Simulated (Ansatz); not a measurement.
# BiBrO: the cost of one run

Program: Ansatz 0.2.0 through its Python package. The levels of theory stand in the script. These are calculated values, not measurements.

## Step 1: The structure

Symmetry: P4/nmm, No. 129, tetragonal system. The conventional cell has a = 3.916 Å, b = 3.916 Å, c = 8.077 Å, α = 90.00°, β = 90.00°, γ = 90.00°. Bi (site symmetry 4mm) is surrounded by 4 O at 2.32 Å and 4 Br at 3.18 Å. Br (site symmetry 4mm) is surrounded by 4 Bi at 3.18 Å. Around O (site symmetry -4m2) lie 4 Bi at 2.32 Å.

The script holds or builds the structure itself.

## Step 2: The code

Contents of run_soc.py:

```python
"""What spin-orbit coupling does to the bands of BiBrO."""

import warnings

import ansatz as az
from pymatgen.core import Lattice, Structure
from pymatgen.io.ase import AseAtomsAdaptor

warnings.simplefilter("ignore", az.DeckWarning)

pmg_structure = Structure(
    Lattice([(3.916, 0.0, 0.0), (0.0, 3.916, 0.0), (0.0, 0.0, 8.077)]),
    ["Bi", "Bi", "Br", "Br", "O", "O"],
    [
        (0.0, 0.5, 0.154),
        (0.5, 0.0, 0.846),
        (0.0, 0.5, 0.653),
        (0.5, 0.0, 0.347),
        (0.0, 0.0, 0.0),
        (0.5, 0.5, 0.0),
    ],
)
crystal = az.Crystal.from_ase(AseAtomsAdaptor.get_atoms(pmg_structure))

base = (
    crystal.calculation()
    .functional("pbesol")
    .basis(21 * az.Ha)
    .kpoints(spacing=0.37)
    .occupations("fixed")
    .band_table()
)
for label, variant in (("scalar-relativistic", base), ("spin-orbit", base.spin(soc=True))):
    data = variant.run(threads=1).report
    zero = data["band_edges_ev"][0] if data.get("band_edges_ev") else data["fermi_energy_ev"]
    near = [round(e - zero, 3) for e in data["eigenvalues_ev"][0] if abs(e - zero) < 2]
    print(label)
    print("  band edges (eV):", [round(e, 3) for e in data.get("band_edges_ev") or []] or "none reported")
    print("  levels at k =", data["kpoints_frac"][0], "within 2 eV of the zero:", near)
```

## Step 3: The calls as engine input

The engine receives this input (first run):

```yaml
crystal:
  lattice:
    - [3.916, 0.0, 0.0]
    - [0.0, 3.916, 0.0]
    - [0.0, 0.0, 8.077]
  atoms:
    - { symbol: Bi, position: [0.0, 0.5, 0.154] }
    - { symbol: Bi, position: [0.5, 0.0, 0.846] }
    - { symbol: Br, position: [0.0, 0.5, 0.653] }
    - { symbol: Br, position: [0.5, 0.0, 0.347] }
    - { symbol: O, position: [0.0, 0.0, 0.0] }
    - { symbol: O, position: [0.5, 0.5, 0.0] }
basis:
  ecutwfc: 571.4391111657479
kpoints:
  mp_grid:
    kspacing: 0.37
hamiltonian:
  xc: pbesol
scf:
  occupations:
    method: fixed
output:
  eigenvalues: true
```

## Step 4: Launch

Launch:

```sh
$ python run_soc.py
```

What time and memory should one allow on 1 thread of AMD EPYC 7B13 (Zen 3), shared host?

About 21 s, with a peak of 0.9 GiB.
